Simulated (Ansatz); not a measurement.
# C2H6AlB: the cost of one run

Program: Ansatz 0.2.0, driven from Python. Level of theory: B3LYP/cc-pVTZ. These are calculated values, not measurements.

## Step 1: The system

Bond lengths: B1–C2 1.506 Å, C2–C3 1.324 Å, C2–Al4 2.012 Å, B1–H5 1.207 Å, B1–H6 1.248 Å, C3–H7 1.052 Å, C3–H8 1.148 Å, Al4–H9 1.553 Å, Al4–H10 1.638 Å. Angles: B1–C2–C3 118.8°, B1–C2–Al4 121.0°, C3–C2–Al4 120.2°, C2–B1–H5 124.2°, C2–B1–H6 121.1°, H5–B1–H6 114.6°, C2–C3–H7 125.1°, C2–C3–H8 118.9°, H7–C3–H8 116.0°, C2–Al4–H9 122.9°, C2–Al4–H10 117.1°, H9–Al4–H10 119.7°.

c2h6alb.xyz, read by the script:

```xyz
10

B    -1.35830    0.24990   -0.74480
C    -0.02860   -0.16030   -0.16910
C     0.61200   -1.18550   -0.71020
Al    0.78540    0.84100    1.37460
H    -1.87730   -0.27800   -1.69830
H    -1.98950    1.22220   -0.28260
H     0.27780   -1.73580   -1.54210
H     1.63960   -1.47960   -0.29240
H     2.11950    0.41550    2.04610
H    -0.09760    2.05940    2.02180
```

## Step 2: The script

Input file bde.py:

```python
# -*- coding: utf-8 -*-
"""X-H bond energies of C2H6AlB without relaxation."""

import ansatz as az


def energy(molecule, charge=0, unpaired=0):
    calc = (
        molecule.calculation()
        .basis(gaussian="cc-pVTZ")
        .functional("b3lyp")
    )
    if charge:
        calc = calc.charge(charge)
    if unpaired:
        calc = calc.spin("collinear", total=unpaired)
    return calc.run(threads=1, pin="off").report["free_energy_ev"]

def without(molecule, index):
    rest = az.Crystal.molecule()
    for i, site in enumerate(molecule.cartesian_sites):
        if i != index:
            rest = rest.atom(site.symbol, site.position_ang)
    return rest

mol = az.Crystal.molecule_from_extxyz("c2h6alb.xyz")

whole = energy(mol, 0)
hydrogen = energy(az.Crystal.molecule().atom("H", (0, 0, 0)), 0, 1)
print(f"E(molecule) = {whole:.5f} eV, E(H) = {hydrogen:.5f} eV")
for index in [5, 7, 9]:
    radical = energy(without(mol, index), 0, 1)
    print(f"H{index}: homolysis {23.060548 * (radical + hydrogen - whole):.1f} kcal/mol")
```

## Step 3: The input behind the calls

The package turns the script's settings into the engine's input (first run):

```yaml
crystal:
  periodic: [false, false, false]
  atoms:
    - { symbol: B, position_ang: [-1.3583, 0.2499, -0.7448] }
    - { symbol: C, position_ang: [-0.0286, -0.1603, -0.1691] }
    - { symbol: C, position_ang: [0.612, -1.1855, -0.7102] }
    - { symbol: Al, position_ang: [0.7854, 0.841, 1.3746] }
    - { symbol: H, position_ang: [-1.8773, -0.278, -1.6983] }
    - { symbol: H, position_ang: [-1.9895, 1.2222, -0.2826] }
    - { symbol: H, position_ang: [0.2778, -1.7358, -1.5421] }
    - { symbol: H, position_ang: [1.6396, -1.4796, -0.2924] }
    - { symbol: H, position_ang: [2.1195, 0.4155, 2.0461] }
    - { symbol: H, position_ang: [-0.0976, 2.0594, 2.0218] }
basis:
  gaussian:
    orbitals: cc-pVTZ
hamiltonian:
  xc: b3lyp
```

## Step 4: Launch

On the command line:

```console
$ python bde.py
```

What time and memory should one allow on 1 thread of Arm Neoverse V2, shared host?

About 36 s, with a peak of 0.52 GiB.
